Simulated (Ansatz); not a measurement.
# C2H7InOSi: the cost of one run

All numbers below are computed with Ansatz 0.2.0 (RKS B3LYP/def2-SVP).

## (1) The structure to begin with

Bond lengths: O1–C2 1.159 Å, C2–Si3 1.828 Å, Si3–C4 1.881 Å, C4–In5 2.080 Å, C2–H6 1.097 Å, Si3–H7 1.530 Å, Si3–H8 1.420 Å, C4–H9 1.068 Å, C4–H10 1.158 Å, In5–H11 1.562 Å, In5–H12 1.519 Å. Angles (14 of 18 angles, heavy atoms first): O1–C2–Si3 117.6°, C2–Si3–C4 111.2°, Si3–C4–In5 119.0°, O1–C2–H6 121.1°, Si3–C2–H6 121.3°, C2–Si3–H7 108.7°, C2–Si3–H8 111.6°, C4–Si3–H7 105.5°, C4–Si3–H8 111.7°, Si3–C4–H9 108.8°, Si3–C4–H10 103.3°, In5–C4–H9 110.8°, In5–C4–H10 104.5°, C4–In5–H11 90.7°.

Structure file:

```xyz
12

O    -2.1275    1.7456    0.8600
C    -1.0991    1.5241    1.3475
Si   -0.2248    0.0051    0.8281
C     0.2509    0.0836   -0.9905
In    1.2065   -1.5493   -1.8545
H    -0.6664    2.2049    2.0907
H     1.0969   -0.0868    1.5943
H    -0.9818   -1.1597    1.1227
H     0.8035    0.9817   -1.1627
H    -0.7722    0.1395   -1.5304
H     2.4162   -1.3810   -0.8804
H     0.1748   -2.5630   -1.3909
```

## (2) Relaxing end A

Contents of input.yaml:

```yaml
crystal:
  periodic: [false, false, false]
  atoms:
    - { symbol: O, position_ang: [-2.1275, 1.7456, 0.86] }
    - { symbol: C, position_ang: [-1.0991, 1.5241, 1.3475] }
    - { symbol: Si, position_ang: [-0.2248, 0.0051, 0.8281] }
    - { symbol: C, position_ang: [0.2509, 0.0836, -0.9905] }
    - { symbol: In, position_ang: [1.2065, -1.5493, -1.8545] }
    - { symbol: H, position_ang: [-0.6664, 2.2049, 2.0907] }
    - { symbol: H, position_ang: [1.0969, -0.0868, 1.5943] }
    - { symbol: H, position_ang: [-0.9818, -1.1597, 1.1227] }
    - { symbol: H, position_ang: [0.8035, 0.9817, -1.1627] }
    - { symbol: H, position_ang: [-0.7722, 0.1395, -1.5304] }
    - { symbol: H, position_ang: [2.4162, -1.381, -0.8804] }
    - { symbol: H, position_ang: [0.1748, -2.563, -1.3909] }
basis:
  gaussian: { orbitals: def2-SVP }
hamiltonian:
  xc: b3lyp
relax:
  f_tol: 0.015
  max_steps: 40
```

Command:

```bash
$ ansatz run input.yaml --threads 2 --pin off --max-ram 3072MiB --backend cpu --events-out ev --progress --plain --runs-dir out
```

Q: Estimate wall time and peak memory on 2 threads of Intel Xeon Platinum 8488C (Sapphire Rapids), shared host.

About 94 s, with a peak of 0.34 GiB.
